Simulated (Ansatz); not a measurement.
# AlO2 (Cmcm) in Ansatz: notebook

Aim: see how the results for AlO2 move with the level of theory and the settings. Levels: LDA, PBE. Tasks: projected density of states.

Program: Ansatz 0.2.0. These are calculated values, not measurements. Logs are shortened: lines on timing, memory, paths and dates and some standing lists are left out, and cuts for length are marked.

## (1) The crystal as given

Symmetry: Cmcm, No. 63, orthorhombic system. Conventional cell: a = 2.976 Å, b = 10.806 Å, c = 3.647 Å, α = 90.00°, β = 90.00°, γ = 90.00°. Al (site symmetry m2m) has 6 O at 1.87 to 2.02 Å as nearest neighbours. Around O (site symmetry m2m) lie 2 Al at 1.88 Å. Around O (site symmetry m2m) lie 4 Al at 1.87 to 2.02 Å.

The cell comes from a database or a generator and needn't be the stable form of this composition.

## (2) Projected density of states, LDA

Input file input.yaml:

```yaml
crystal:
  lattice:
    - [1.488162, -5.402833, 0.0]
    - [1.488162, 5.402833, 0.0]
    - [0.0, 0.0, 3.646612]
  atoms:
    - { symbol: Al, position: [0.668133, 0.331867, 0.75] }
    - { symbol: Al, position: [0.331867, 0.668133, 0.25] }
    - { symbol: O, position: [0.061072, 0.938928, 0.75] }
    - { symbol: O, position: [0.938928, 0.061072, 0.25] }
    - { symbol: O, position: [0.294184, 0.705816, 0.75] }
    - { symbol: O, position: [0.705816, 0.294184, 0.25] }
hamiltonian:
  xc: lda
  pseudopotentials: { kind: paw }
kpoints:
  mp_grid: { grid: [9, 9, 7] }
scf:
  occupations: { method: fermi_dirac, width: 0.05 }
  n_extra_bands: 15
output:
  forces: true
  stress: true
  eigenvalues: true
  dos: { projected: true, de: 0.05, nscf_kmesh: { grid: [14, 14, 11] } }
```

Potentials or basis: Ansatz PAW.

On the command line:

```bash
> ansatz run input.yaml --threads 2 --pin off --max-ram 5632MiB --backend cpu --events-out ev --progress --plain --runs-dir out
```

The program printed:

```text
Warning: RAYON_NUM_THREADS=2 ignored (pool sized by the plan → 2); use --threads N
scf.n_extra_bands = 15 over 15 filled bands (N_el = 30.0): the run solves 30 bands
Engine: ansatz 0.2.0, x86_64-unknown-linux-gnu
Pseudopotentials: kind: paw
Pseudopotential: Al, paw, valence charge 3, recommended cutoff 420 eV (normal), Al.paw.azcp
Pseudopotential: O, paw, valence charge 6, recommended cutoff 420 eV (normal), O.paw.azcp
Functional definition: SPW92
  exchange = slater_x
  correlation = pw_c
Crystal: 6 atoms, lattice volume = 58.640 Å³
Basis set: ecut = 420 eV, 1139 PW (Γ)
Bands: 30, of which v1, the nominal top of the filled ones, is band 15 counted from 1 (14 counted from 0)
Symmetry: 8 space group operations
Space group: Cmcm (ITA 63), of the structure as read, at distance tolerance 3.9e-5 Å
k-points: 100 of 567
Non-local potential: Al, projectors of the file, l = 0: 2, l = 1: 2, l = 2: 1
Non-local potential: O, projectors of the file, l = 0: 2, l = 1: 2, l = 2: 1
PAW form: soft (Blöchl's): semilocal exchange-correlation on the pseudo side does not see the compensation charge
PAW frozen core: Al, regenerated for the run's functional, and the local potential with it (the file was generated under x = pbe(κ = 0.804, μ = 0.2195149727645171), c = pbe(β = 0.06672455060314922))
PAW frozen core: O, regenerated for the run's functional, and the local potential with it (the file was generated under x = pbe(κ = 0.804, μ = 0.2195149727645171), c = pbe(β = 0.06672455060314922))
PAW one-centre angular grid: Al, 110 points (default); XC on 64 Gauss nodes
PAW one-centre angular grid: O, 110 points (default); XC on 64 Gauss nodes
Initial density: superposition of atomic densities (neutral atoms: chi_scale 0, normalization atom), corrected by the library's trained network
Initial wavefunctions: pseudopotential atomic-orbital guess
Functional: x = slater, c = lda
SCF iter   1: F=—  HF=-3249.451621 eV  |F-HF|=—  |Δ(HF+E_count)|=         —  Δρ=1.54e-2  dr2=1.06e-1  ethr=1.77e-3  ⟨swp⟩=5.5  Hψ=15074  notcnv=0  defer=196
preconditioner: auto → Kerker (q_TF=auto, 2.440 Å⁻¹)  [metal: Δε(μ)=0.003 eV  Ē_g=19.410 eV  σ=0.050 eV  W_gap=0.02  n_scr=14 (ndim 8)  ℏωp=26.6 eV  f_vac=0.003  D(μ)=4.72/eV (n_scr^D=50)]
SCF iter   2: F=—  HF=-3249.425749 eV  |F-HF|=—  |Δ(HF+E_count)|=   2.59e-2  Δρ=6.89e-3  dr2=2.66e-2  ethr=3.54e-4  ⟨swp⟩=2.0  Hψ=4332  notcnv=0  defer=845
SCF iter   3: F=—  HF=-3249.418080 eV  |F-HF|=—  |Δ(HF+E_count)|=   7.67e-3  Δρ=1.38e-3  dr2=1.16e-3  ethr=8.87e-5  ⟨swp⟩=2.1  Hψ=3889  notcnv=0  defer=853
SCF iter   4: F=—  HF=-3249.417851 eV  |F-HF|=—  |Δ(HF+E_count)|=   2.30e-4  Δρ=4.94e-4  dr2=2.50e-4  ethr=3.88e-6  ⟨swp⟩=1.6  Hψ=2827  notcnv=0  defer=853
SCF iter   5: F=—  HF=-3249.417817 eV  |F-HF|=—  |Δ(HF+E_count)|=   3.42e-5  Δρ=1.88e-4  dr2=6.41e-5  ethr=8.33e-7  ⟨swp⟩=1.2  Hψ=2345  notcnv=0  defer=853
SCF iter   6: F=—  HF=-3249.417802 eV  |F-HF|=—  |Δ(HF+E_count)|=   1.47e-5  Δρ=8.42e-5  dr2=7.74e-6  ethr=2.14e-7  ⟨swp⟩=2.0  Hψ=3248  notcnv=0  defer=853
SCF iter   7: F=—  HF=-3249.417799 eV  |F-HF|=—  |Δ(HF+E_count)|=   2.41e-6  Δρ=3.43e-5  dr2=4.92e-7  ethr=2.58e-8  ⟨swp⟩=2.3  Hψ=3351  notcnv=0  defer=853
SCF iter   8: F=-3249.417799 eV  HF=-3249.417799 eV  |F-HF|=5.56e-9  |Δ(HF+E_count)|=   7.92e-8  Δρ=4.62e-6  dr2=1.75e-8  ethr=3.33e-10  ⟨swp⟩=9.3  Hψ=15688  notcnv=0
SCF 1 converged in 8 iterations: F = -3249.417799 eV  dr2 = 1.75e-8
NSCF: frozen V_eff on 342 k-points
SCF converged after 8 iterations
Free energy (F): -3249.417799 eV
Harris-Foulkes:  -3249.417799 eV  (|F-HF|=5.56e-9)
Internal energy: -3249.378399 eV  (E = F + TS)
E sigma→0 (E₀):  -3249.398099 eV
Entropy (-TS):   -0.039401 eV (-6.567 meV/atom)
Fermi energy:    5.252674 eV
--- Per-component energies (eV) ---
  E_band       = -44.461721
  E_kinetic    = 747.439171
  E_local      = -1429.899649  (includes V_loc(G=0)·N_el)
  E_nonlocal   = 219.409898
  E_hartree    = 502.180023
  E_xc         = -368.995336
  E_vxc        = -431.974607  (∫ρ·V_xc dr)
  E_paw        = -1473.932880  (= ΣΔE_a)
  E_vpaw       = -153.807329  (= ΣTr[D̂ρ^β])
  E_aug_tail   = 0.009805  (compensation charges beyond the density's cutoff)
  E_ewald      = -1446.088549
  E_core_change = 0.499119  (= ΣΔE_core)
  E_smearing   = -0.039401  (= −TS)
  E_closure    = -0.000000  (closes the sum)
  Σ components = -3249.417799   (vs F -3249.417799, Δ=0.00e0)
--- Forces (eV/Å), atoms counted from 1 ---
  atom   1  Al     0.00000000     0.20524913     0.00000000
  atom   2  Al     0.00000000    -0.20524913     0.00000000
  atom   3  O      0.00000000     0.44686017     0.00000000
  atom   4  O      0.00000000    -0.44686017     0.00000000
  atom   5  O      0.00000000     0.15565979     0.00000000
  atom   6  O      0.00000000    -0.15565979     0.00000000
  max |Σ_I F_I| component: 8.33e-17 eV/Å
--- Stress (GPa, compression-positive) ---
      -11.869097       0.000000       0.000000
        0.000000     -12.083149       0.000000
        0.000000       0.000000     -11.185966
  P = ⅓ Tr σ = -11.7127 GPa (-117.127 kbar)
--- Band table (eV; the first three rows and the last of 100) ---
  k-point 0: bands = ["-13.9554", "-11.7855", "-11.1249", "-10.8222", "-0.8525", "0.7621", "1.3918", "1.9782", "2.5728", "2.8038", "2.9214", "3.4296", "3.9648", "4.7821", "5.2973", "5.3539", "11.0515", "13.4606", "14.9735", "15.8627", "17.9144", "18.5546", "19.7331", "20.4770", "20.5998", "20.6951", "21.0278", "21.7227", "22.1865", "23.0010"]
  k-point 1: bands = ["-13.8275", "-11.7340", "-11.1340", "-11.0147", "-0.8149", "0.5542", "0.8977", "2.0889", "2.8596", "3.0417", "3.1723", "3.5178", "3.9117", "4.6108", "5.0676", "5.2912", "11.4707", "13.7667", "14.8359", "15.6597", "17.7031", "18.5816", "19.1636", "20.0549", "20.7484", "21.4317", "21.8451", "22.0726", "22.0834", "22.8865"]
  k-point 2: bands = ["-13.4581", "-11.5967", "-11.5308", "-11.1695", "-0.8470", "0.0938", "0.6197", "2.4076", "2.9578", "3.0120", "3.7621", "3.7700", "3.8234", "4.1590", "4.9455", "5.1261", "12.4165", "14.4206", "14.5757", "15.0556", "17.5666", "18.7479", "19.0173", "19.7573", "20.7730", "21.1053", "21.1597", "22.6905", "23.2938", "24.2439"]
  k-point 99: bands = ["-12.7578", "-12.1768", "-11.6431", "-11.2889", "-0.5463", "0.1140", "1.5020", "1.8988", "2.7103", "2.7566", "3.2985", "3.3312", "3.5168", "3.6908", "5.3931", "5.7664", "13.5959", "14.3238", "14.6088", "15.1499", "18.1689", "18.5858", "19.4034", "19.6853", "19.7593", "20.1060", "20.7256", "21.5635", "23.7806", "24.5915"]
```

It took 8.6 s on 2 threads of Intel Xeon Platinum 8488C (Sapphire Rapids), shared host; peak memory 0.64 GiB.

What came out:

```yaml
Free_energy: -3249.4178 eV
Pressure: -11.7 GPa
Largest_force: 0.447 eV/Å
Band_gap_on_the_k_mesh: none (metal or under the smearing width)
Density_of_states_at_the_Fermi_level: 5.14 states/eV per cell
```

Forces on the atoms (eV/Å):
```
Al   0.000  0.205  0.000
Al   0.000 -0.205  0.000
O    0.000  0.447  0.000
O    0.000 -0.447  0.000
O    0.000  0.156  0.000
O    0.000 -0.156  0.000
```

States per cell in windows of 1 eV (zero at the Fermi level; states under -8 eV left out):
| from (eV) | total | O 2p | Al 3p | Al 3s | O 2s |
| --- | --- | --- | --- | --- | --- |
| -8.0 | 0.00 | 0.00 | 0.00 | 0.00 | 0.00 |
| -7.0 | 1.75 | 1.34 | 0.09 | 0.26 | 0.05 |
| -6.0 | 1.71 | 1.31 | 0.17 | 0.14 | 0.07 |
| -5.0 | 3.24 | 2.64 | 0.35 | 0.11 | 0.12 |
| -4.0 | 3.68 | 3.18 | 0.31 | 0.09 | 0.08 |
| -3.0 | 4.43 | 4.11 | 0.19 | 0.04 | 0.04 |
| -2.0 | 5.04 | 4.83 | 0.11 | 0.02 | 0.03 |
| -1.0 | 2.52 | 2.40 | 0.03 | 0.00 | 0.06 |
| 0.0 | 1.64 | 1.59 | 0.01 | 0.00 | 0.02 |
| 1.0 | 0.00 | 0.00 | 0.00 | 0.00 | 0.00 |
| 2.0 | 0.00 | 0.00 | 0.00 | 0.00 | 0.00 |
| 3.0 | 0.00 | 0.00 | 0.00 | 0.00 | 0.00 |
| 4.0 | 0.00 | 0.00 | 0.00 | 0.00 | 0.00 |
| 5.0 | 0.01 | 0.00 | 0.00 | 0.00 | 0.00 |
| 6.0 | 0.16 | 0.01 | 0.03 | 0.06 | 0.05 |
| 7.0 | 0.41 | 0.05 | 0.11 | 0.12 | 0.10 |

Caveat: the pressure holds a Pulay correction of +1.2 GPa for the finite cutoff; the PAW data sets come from PBE, with cores solved anew for the run's functional, which leaves a small shift of forces and pressure; the density of states is complete only up to the lowest level of the last band computed.

## (3) Projected density of states, PBE

Changes to input.yaml since step 2:

```diff
@@ -13,3 +13,3 @@
 hamiltonian:
-  xc: lda
+  xc: pbe
   pseudopotentials: { kind: paw }
@@ -25 +25,5 @@
   dos: { projected: true, de: 0.05, nscf_kmesh: { grid: [14, 14, 11] } }
+  write_density: true
+  write_potential: true
+  elf: true
+  volumetric_format: npy
```

Potentials or basis: Ansatz PAW.

On the command line:

```bash
> ansatz run input.yaml --threads 2 --pin off --max-ram 5632MiB --backend cpu --events-out ev --progress --plain --runs-dir out
```

It took 8.7 s on 2 threads of Intel Xeon Platinum 8488C (Sapphire Rapids), shared host; peak memory 0.71 GiB.

The run converged. Its results:

* Free energy: -3346.9659 eV
* Pressure: -1.2 GPa
* Largest force: 0.698 eV/Å
* Band gap on the k mesh: none (metal or under the smearing width)
* Density of states at the Fermi level: 5.09 states/eV per cell

Forces in eV/Å, atoms in the order of the input:
```
Al   0.000  0.199  0.000
Al   0.000 -0.199  0.000
O    0.000  0.698  0.000
O    0.000 -0.698  0.000
O    0.000 -0.078  0.000
O    0.000  0.078  0.000
```

Stress tensor (GPa, compression positive):
```
-1.89  0.00  0.00
 0.00 -1.82  0.00
 0.00  0.00  0.23
```

Levels at points of the mesh, in eV from the Fermi level:
```tsv
k point	band 11	band 12	band 13	band 14	band 15	band 16	band 17	band 18	band 19	band 20
(0.00, 0.00, 0.00)	-2.30	-1.81	-1.33	-0.48	0.06	0.09	5.94	8.48	9.95	10.85
```

States per cell in windows of 0.5 eV (zero at the Fermi level; states under -8 eV left out):
```csv
from (eV),total,O 2p,Al 3p,Al 3s,O 2s
-8.0,0.00,0.00,0.00,0.00,0.00
-7.5,0.00,0.00,0.00,0.00,0.00
-7.0,0.22,0.17,0.01,0.04,0.00
-6.5,0.79,0.61,0.03,0.13,0.02
-6.0,1.29,1.00,0.10,0.14,0.05
-5.5,0.76,0.59,0.08,0.07,0.03
-5.0,1.62,1.29,0.19,0.06,0.07
-4.5,1.60,1.32,0.17,0.05,0.05
-4.0,1.45,1.22,0.13,0.05,0.04
-3.5,1.94,1.69,0.16,0.04,0.03
-3.0,2.08,1.90,0.12,0.03,0.02
-2.5,2.43,2.27,0.10,0.01,0.02
-2.0,2.66,2.51,0.08,0.01,0.02
-1.5,2.81,2.71,0.04,0.01,0.01
-1.0,0.60,0.57,0.01,0.00,0.01
-0.5,1.40,1.33,0.02,0.00,0.04
0.0,2.21,2.14,0.02,0.00,0.03
0.5,0.12,0.12,0.00,0.00,0.00
1.0,0.00,0.00,0.00,0.00,0.00
1.5,0.00,0.00,0.00,0.00,0.00
2.0,0.00,0.00,0.00,0.00,0.00
2.5,0.00,0.00,0.00,0.00,0.00
3.0,0.00,0.00,0.00,0.00,0.00
3.5,0.00,0.00,0.00,0.00,0.00
4.0,0.00,0.00,0.00,0.00,0.00
4.5,0.00,0.00,0.00,0.00,0.00
5.0,0.00,0.00,0.00,0.00,0.00
5.5,0.00,0.00,0.00,0.00,0.00
6.0,0.03,0.00,0.00,0.01,0.01
6.5,0.07,0.01,0.01,0.03,0.02
7.0,0.13,0.01,0.03,0.05,0.03
7.5,0.19,0.02,0.05,0.06,0.05
```

Caveat: the pressure holds a Pulay correction of +0.9 GPa for the finite cutoff; the density of states is complete only up to the lowest level of the last band computed.
